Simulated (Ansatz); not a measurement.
# NbSi (Pm-3m) in Ansatz: a series of runs

Runs on NbSi. Level: PBE. Tasks: single point.

Everything below comes from runs of Ansatz 0.2.0. Logs are shortened: lines on timing, memory, paths and dates and some standing lists are left out, and cuts for length are marked.

### Step 1. The crystal as given

It takes space group Pm-3m (No. 221, cubic). Conventional cell: a = 3.156 Å, b = 3.156 Å, c = 3.156 Å, α = 90.00°, β = 90.00°, γ = 90.00°. Around Nb (site symmetry m-3m) lie 8 Si at 2.73 Å. Around Si (site symmetry m-3m) lie 8 Nb at 2.73 Å.

The cell was built by a generator and needn't be a form met in nature.

### Step 2. Single point, PBE

input.yaml reads:

```yaml
crystal:
  lattice:
    - [3.15644, 0.0, 0.0]
    - [0.0, 3.15644, 0.0]
    - [0.0, 0.0, 3.15644]
  atoms:
    - { symbol: Nb, position: [0.0, 0.0, 0.0] }
    - { symbol: Si, position: [0.5, 0.5, 0.5] }
kpoints:
  mp_grid: { grid: [5, 5, 5] }
scf:
  occupations: { method: fermi_dirac, width: 0.03 }
hamiltonian:
  xc: pbe
  pseudopotentials: { kind: all_electron, lapw: { basis_error: 0.002 } }
output:
  forces: true
  stress: true
  eigenvalues: true
```

Potentials or basis: all-electron LAPW, scalar-relativistic.

The run is started by

```console
$ ansatz run input.yaml --threads 1 --pin off --max-ram 3072MiB --backend cpu --events-out ev --progress --plain --runs-dir out
```

Output:

```text
Warning: RAYON_NUM_THREADS=1 ignored (pool sized by the plan → 1); use --threads N
LAPW: plane waves up to 6.888 Å⁻¹, error target 2.0e-3 eV per atom; small_component_spin mean_spin; Si in spheres of 1.207 Å, 12 of its electrons in bands, Dirac shells []; Nb in spheres of 1.527 Å, 23 of its electrons in bands, Dirac shells [] (how accurate: hamiltonian.pseudopotentials.lapw.basis_error, Limitations)
Engine: ansatz 0.2.0, aarch64-unknown-linux-gnu
Pseudopotentials: kind: all_electron
Pseudopotential: Nb, LAPW, valence charge 23, lapw/all_electron/scalar/gaussian/Nb, Koelling and Harmon's equation, gaussian nucleus
Pseudopotential: Si, LAPW, valence charge 12, lapw/all_electron/scalar/gaussian/Si, Koelling and Harmon's equation, gaussian nucleus
Functional definition: PBE
  parameter kappa = 0.804
  parameter beta = 0.06672455060314922
  exchange = pbe_x(kappa = kappa, mu = beta*pi^2/3)
  correlation = pbe_c(beta = beta)
Crystal: 2 atoms, lattice volume = 31.448 Å³
Basis set: ecut = 180.75115795914803 eV, 171 PW (Γ), exchange–correlation at level 2
Bands: 22, of which v1, the nominal top of the filled ones, is band 18 counted from 1 (17 counted from 0)
Symmetry: 48 space group operations
Space group: Pm-3m (ITA 221), of the structure as read, at distance tolerance 3.2e-5 Å
k-points: 10 of 125
Non-local potential: Nb, projectors of the file, none
Non-local potential: Si, projectors of the file, none
Initial density: superposition of atomic densities (chi_scale 0.1, normalization cell, long waves kept (reshape's long-wave potential 0.00 eV rms))
Initial wavefunctions: plane waves of lowest kinetic energy (no species holds an atomic orbital)
Functional: x = pbe(κ = 0.804, μ = 0.2195149727645171), c = pbe(β = 0.06672455060314922)
iter 1 solved again at ethr=2.57e-3 eV; its pass at ethr=1.00e-1 eV (dr2=9.00e-1 eV) is discarded
SCF iter   1: F=—  HF=-111839.248663 eV  |F-HF|=—  |Δ(HF+E_count)|=         —  Δρ=4.29e-2  dr2=9.02e-1  ethr=2.57e-3  ⟨swp⟩=2.0  Hψ=1461  notcnv=0
preconditioner: auto → none  [insulator: Δε(μ)=0.117 eV  Ē_g=7.686 eV  σ=0.030 eV  W_gap=0.74  n_scr=6 (ndim 8)  ℏωp=19.9 eV  f_vac=0.000  D(μ)=2.60/eV (n_scr^D=26)  ε∞_Penn≈7.7]
SCF iter   2: F=—  HF=-111838.753848 eV  |F-HF|=—  |Δ(HF+E_count)|=   4.95e-1  Δρ=3.22e-2  dr2=6.29e-1  ethr=2.57e-3  ⟨swp⟩=3.0  Hψ=676  notcnv=0
iter 3 solved again at ethr=3.64e-5 eV; its pass at ethr=1.80e-3 eV (dr2=1.27e-2 eV) is discarded
SCF iter   3: F=—  HF=-111838.427247 eV  |F-HF|=—  |Δ(HF+E_count)|=   3.27e-1  Δρ=7.24e-3  dr2=1.27e-2  ethr=3.64e-5  ⟨swp⟩=2.0  Hψ=1127  notcnv=0
SCF iter   4: F=—  HF=-111838.416242 eV  |F-HF|=—  |Δ(HF+E_count)|=   1.10e-2  Δρ=1.69e-3  dr2=1.55e-3  ethr=3.62e-5  ⟨swp⟩=2.2  Hψ=676  notcnv=0
SCF iter   5: F=—  HF=-111838.415489 eV  |F-HF|=—  |Δ(HF+E_count)|=   7.53e-4  Δρ=4.58e-4  dr2=1.09e-4  ethr=4.42e-6  ⟨swp⟩=2.0  Hψ=636  notcnv=0
SCF iter   6: F=—  HF=-111838.415461 eV  |F-HF|=—  |Δ(HF+E_count)|=   2.84e-5  Δρ=4.34e-5  dr2=3.59e-7  ethr=3.11e-7  ⟨swp⟩=2.0  Hψ=636  notcnv=0
SCF iter   7: F=-111838.415461 eV  HF=-111838.415461 eV  |F-HF|=1.09e-8  |Δ(HF+E_count)|=   8.15e-8  Δρ=1.04e-5  dr2=4.10e-8  ethr=1.02e-9  ⟨swp⟩=2.5  Hψ=651  notcnv=0
SCF 1 converged in 7 iterations: F = -111838.415461 eV  dr2 = 4.10e-8
SCF converged after 7 iterations
Free energy (F): -111838.415461 eV
Harris-Foulkes:  -111838.415461 eV  (|F-HF|=1.09e-8)
Internal energy: -111838.403347 eV  (E = F + TS)
E sigma→0 (E₀):  -111838.409404 eV
Entropy (-TS):   -0.012114 eV (-6.057 meV/atom)
Fermi energy:    17.319843 eV
--- Per-component energies (eV) ---
  E_band       = -2456.665417
  E_kinetic    = 115454.321342
  E_xc         = -3809.482533
  E_electrostatic = -223483.242156  (all electrons and nuclei)
  E_smearing   = -0.012114  (= −TS)
  E_closure    = 0.000000  (closes the sum)
  E_atoms      = -111822.405006  (free atoms, spherical and without spin; not in F)
  Σ components = -111838.415461   (vs F -111838.415461, Δ=0.00e0)
  Basis errors (estimates in eV, not in F): energy 5.6e-4 per atom: plane waves 4.6e-4 (2.4e-4 summed), levels above the bands 4.6e-93, relativity 3.5e-8, radial functions 9.3e-5, core shells 5.8e-7; eigenvalues (radial functions only) 3.9e-6; not estimated: angular momenta, meshes, grids; target (lapw.basis_error) 2.0e-3; muffin-tin radii Si 1.207 Å, Nb 1.527 Å
--- Forces (eV/Å), atoms counted from 1 ---
  atom   1  Nb    -0.00000000    -0.00000000     0.00000000
  atom   2  Si    -0.00000000     0.00000000    -0.00000000
  max |Σ_I F_I| component: 6.45e-31 eV/Å
--- Stress (GPa, compression-positive) ---
       -0.874845       0.000000       0.000000
        0.000000      -0.874845       0.000000
        0.000000       0.000000      -0.874845
  P = ⅓ Tr σ = -0.8748 GPa (-8.748 kbar)
--- Band table (eV; the first three rows and the last of 10) ---
  k-point 0: bands = ["-175.2533", "-175.2533", "-175.2533", "-175.2388", "-175.2388", "-116.7754", "-72.8157", "-72.8157", "-72.8157", "-37.3711", "-13.2970", "-13.2970", "-13.2970", "6.1065", "14.5624", "14.5624", "19.4734", "19.4734", "19.4734", "19.6336", "19.6336", "19.6336"]
  k-point 1: bands = ["-175.2533", "-175.2533", "-175.2533", "-175.2388", "-175.2388", "-116.7754", "-72.8159", "-72.8157", "-72.8157", "-37.3587", "-13.4511", "-13.2829", "-13.2829", "6.7794", "14.0289", "14.8958", "17.4804", "17.4804", "19.0611", "19.6256", "22.0026", "22.0026"]
  k-point 2: bands = ["-175.2533", "-175.2533", "-175.2533", "-175.2388", "-175.2388", "-116.7754", "-72.8162", "-72.8157", "-72.8157", "-37.3387", "-13.6925", "-13.2599", "-13.2599", "8.5101", "11.6935", "15.5737", "16.2771", "16.2771", "19.8927", "20.7655", "22.9377", "24.6426"]
  k-point 9: bands = ["-175.2533", "-175.2533", "-175.2533", "-175.2388", "-175.2388", "-116.7753", "-72.8161", "-72.8161", "-72.8161", "-37.2769", "-13.5821", "-13.5758", "-13.5758", "10.6623", "12.4767", "12.4767", "15.4217", "19.0674", "19.2700", "19.2700", "22.9299", "22.9299"]
```

It took 2.2 s on 1 thread of Arm Neoverse V1, shared host; peak memory 0.22 GiB.

What came out:

- Free energy: -111838.4155 eV
- Pressure: -0.9 GPa
- Band gap on the k mesh: none (metal or under the smearing width)

Levels at points of the mesh, in eV from the Fermi level:
```
           k point  band 14  band 15  band 16  band 17  band 18  band 19  band 20  band 21
(0.00, 0.00, 0.00)   -11.21    -2.76    -2.76     2.15     2.15     2.15     2.31     2.31
```

Caveat: the k mesh is coarse (spacing up to 0.40 Å⁻¹), so the values aren't converged; the k mesh is thin for a metal, which can move the energy by tens of meV per atom.

### Step 3. Single point, PBE

input.yaml, as its differences from that of step 2:

```diff
@@ -11,3 +11,3 @@
 scf:
-  occupations: { method: fermi_dirac, width: 0.03 }
+  occupations: { method: fermi_dirac, width: 0.04 }
 hamiltonian:
```

Potentials or basis: all-electron LAPW, scalar-relativistic.

The run is started by

```console
$ ansatz run input.yaml --threads 1 --pin off --max-ram 3072MiB --backend cpu --events-out ev --progress --plain --runs-dir out
```

Run time: 2.3 s. Hardware: 1 thread of Arm Neoverse V1, shared host; peak memory 0.22 GiB.

The run converged. Its results:

- Free energy: -111838.4196 eV
- Pressure: -0.8 GPa
- Band gap on the k mesh: none (metal or under the smearing width)

Levels at points of the mesh, in eV from the Fermi level:
| k point | band 13 | band 14 | band 15 | band 16 | band 17 | band 18 | band 19 | band 20 | band 21 | band 22 |
| --- | --- | --- | --- | --- | --- | --- | --- | --- | --- | --- |
| (0.00, 0.00, 0.00) | -30.61 | -11.21 | -2.75 | -2.75 | 2.16 | 2.16 | 2.16 | 2.32 | 2.32 | 2.32 |

Caveat: the k mesh is coarse (spacing up to 0.40 Å⁻¹), so the values aren't converged; the k mesh is thin for a metal, which can move the energy by tens of meV per atom.
